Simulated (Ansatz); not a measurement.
# wB97X/STO-3G run of BHCl2 (SMILES [H]B(Cl)Cl)

Aim: the electronic atomisation energy of BHCl2 at wB97X/STO-3G, from 4 runs. 

The results are computed with Ansatz 0.2.0.

54 further runs of the same task are left out: 4 that didn't finish, 50 set aside as unsound or not needed.

## Step 1: The structure to begin with

The species is BHCl2 (4 atoms), meant as a singlet with charge 0. SMILES: `[H]B(Cl)Cl`. The coordinates come from a GFN2-xTB relaxation.

Bond lengths: B1–Cl2 1.701 Å, B1–Cl3 1.702 Å, B1–H4 1.173 Å. Angles: Cl2–B1–Cl3 120.2°, Cl2–B1–H4 119.9°, Cl3–B1–H4 119.9°.

## Step 2: A single-point energy at wB97X/STO-3G

Contents of run.yaml:

```yaml
basis:
  gaussian:
    orbitals: STO-3G
crystal:
  periodic: [false, false, false]
  atoms:
    - symbol: B
      position_ang: [-0.067270, -0.112350, 0.001160]
    - symbol: Cl
      position_ang: [1.633390, -0.145760, 0.012580]
    - symbol: Cl
      position_ang: [-0.893540, 1.375320, -0.017490]
    - symbol: H
      position_ang: [-0.672580, -1.117210, 0.003750]
hamiltonian:
  xc: {name: wB97X}
accuracy: high
```

On the command line:

```sh
$ ansatz run run.yaml --threads 1 --pin off --max-ram 2610MiB --events-out events.jsonl --progress --plain --runs-dir runs
```

What it wrote:

```text
Warning: RAYON_NUM_THREADS=1 ignored (pool sized by the plan → 1); use --threads N
Functional definition: wB97X
  name "wB97X"
  parameter omega = 0.3/bohr
  parameter cx = 0.157706
  parameter cx1 = 0.726479
  parameter cx2 = 1.04760
  parameter cx3 = -5.70635
  parameter cx4 = 13.2794
  parameter css1 = -4.33879
  parameter css2 = 18.2308
  parameter css3 = -31.7430
  parameter css4 = 17.2901
  parameter cos1 = 2.37031
  parameter cos2 = -11.3995
  parameter cos3 = 6.58405
  parameter cos4 = -3.78132
  exchange = spin_sum(e_x_unif_sr(omega)*poly(b97_u_x, 1 - cx, cx1, cx2, cx3, cx4)) + cx*exact_x_sr(omega)
      + exact_x_lr(omega)
  correlation = spin_sum(e_c_pw_same_spin*poly(b97_u_same, 1, css1, css2, css3, css4))
      + integral(e_c_pw_opposite_spin*poly(b97_u_opposite, 1, cos1, cos2, cos3, cos4))
426 factors; integrals over basis functions are off by at most 1.3e-8 eV
154 factors; integrals over basis functions are off by at most 8.7e-10 eV
mean field evaluation 1: about -25456.4533 eV, gradient 2.3e1 eV
mean field evaluation 2: about -25458.3606 eV, gradient 1.2e1 eV
mean field evaluation 4: about -25458.8552 eV, gradient 1.2e-1 eV
mean field evaluation 8: about -25458.8402 eV, gradient 5.9e-4 eV
mean field -25458.84020649 eV, -935.5951209667 hartree, gradient 5.1e-8 eV, S^2 0.000000; 0 other end points of the search recorded, 0 dependent functions left out
reference -25458.84020520 eV, -935.5951209192 hartree; 20, 20 occupied and 4, 4 virtual orbitals, 426 factors
Total energy: -25458.84020520 eV, -935.5951209192 hartree
```

It took 7.5 s on 1 thread of Arm Neoverse N1, shared host; peak memory 0.24 GiB.

## Step 3: The B atom at the same level

Contents of job.yaml:

```yaml
crystal:
  periodic: [false, false, false]
  atoms:
    - {symbol: B, position_ang: [0.000000, 0.000000, 0.000000]}
basis:
  gaussian:
    orbitals: STO-3G
magnetization:
  spin_polarized: true
  initial_magnetization: 1
hamiltonian:
  xc: {name: wB97X}
accuracy: high
```

On the command line:

```sh
$ ansatz run job.yaml --threads 1 --pin off --max-ram 2610MiB --events-out events.jsonl --progress --plain --runs-dir runs
```

What it wrote (excerpt; [...] marks lines left out):

```text
Warning: RAYON_NUM_THREADS=1 ignored (pool sized by the plan → 1); use --threads N
Functional definition: wB97X
  name "wB97X"
[...]
      + exact_x_lr(omega)
[...]
      + integral(e_c_pw_opposite_spin*poly(b97_u_opposite, 1, cos1, cos2, cos3, cos4))
15 factors; integrals over basis functions are off by at most 8.9e-10 eV
15 factors; integrals over basis functions are off by at most 3.7e-10 eV
[...]
mean field -660.45154739 eV, -24.2711466966 hartree, gradient 0.0e0 eV, S^2 0.750000; 0 other end points of the search recorded, 0 dependent functions left out
reference -660.45154666 eV, -24.2711466698 hartree; 3, 2 occupied and 2, 3 virtual orbitals, 15 factors
Total energy: -660.45154666 eV, -24.2711466698 hartree
```

Run time: 1.1 s. Hardware: 1 thread of Arm Neoverse N1, shared host; peak memory 0.13 GiB.

## Step 4: The Cl atom

Contents of run.yaml:

```yaml
crystal:
  periodic: [false, false, false]
  atoms:
    - {symbol: Cl, position_ang: [0.000000, 0.000000, 0.000000]}
basis:
  gaussian:
    orbitals: STO-3G
magnetization:
  spin_polarized: true
  initial_magnetization: 1
hamiltonian:
  xc: {name: wB97X}
accuracy: high
```

Run the same way, it converges to -455.13323 Eh (log not shown).

## Step 5: The H atom at the same level

Contents of molecule.yaml:

```yaml
crystal:
  periodic: [false, false, false]
  atoms:
    - symbol: H
      position_ang: [0.000000, 0.000000, 0.000000]
basis:
  gaussian: {orbitals: STO-3G}
magnetization: {spin_polarized: true, initial_magnetization: 1}
hamiltonian: {xc: {name: wB97X}}
accuracy: high
```

On the command line:

```sh
$ ansatz run molecule.yaml --threads 1 --pin off --max-ram 2610MiB --events-out events.jsonl --progress --plain --runs-dir runs
```

What it wrote (excerpt; [...] marks lines left out):

```text
Warning: RAYON_NUM_THREADS=1 ignored (pool sized by the plan → 1); use --threads N
Functional definition: wB97X
  name "wB97X"
[...]
      + exact_x_lr(omega)
[...]
      + integral(e_c_pw_opposite_spin*poly(b97_u_opposite, 1, cos1, cos2, cos3, cos4))
1 factors; integrals over basis functions are off by at most 4.6e-10 eV
1 factors; integrals over basis functions are off by at most 2.9e-10 eV
[...]
mean field -12.70558344 eV, -0.4669215794 hartree, gradient 0.0e0 eV, S^2 0.750000; 0 other end points of the search recorded, 0 dependent functions left out
reference -12.70558358 eV, -0.4669215842 hartree; 1, 0 occupied and 0, 1 virtual orbitals, 1 factors
Total energy: -12.70558358 eV, -0.4669215842 hartree
```

It took 0.38 s on 1 thread of Arm Neoverse N1, shared host.

## Step 6: Outcome

At wB97X/STO-3G:

```
                     quantity          value
       molecule: total energy  -935.59512 Eh
         B atom: total energy   -24.27115 Eh
                 B atom: ⟨S²⟩          0.750
        Cl atom: total energy  -455.13323 Eh
                Cl atom: ⟨S²⟩          0.750
         H atom: total energy    -0.46692 Eh
                 H atom: ⟨S²⟩          0.750
electronic atomisation energy      16.071 eV
```

**Reading.** Taking the molecule apart into free atoms costs 16.07 eV (371 kcal/mol), before zero-point energy and without spin-orbit coupling. In a minimal basis such a difference can be off by several eV, whatever the method.
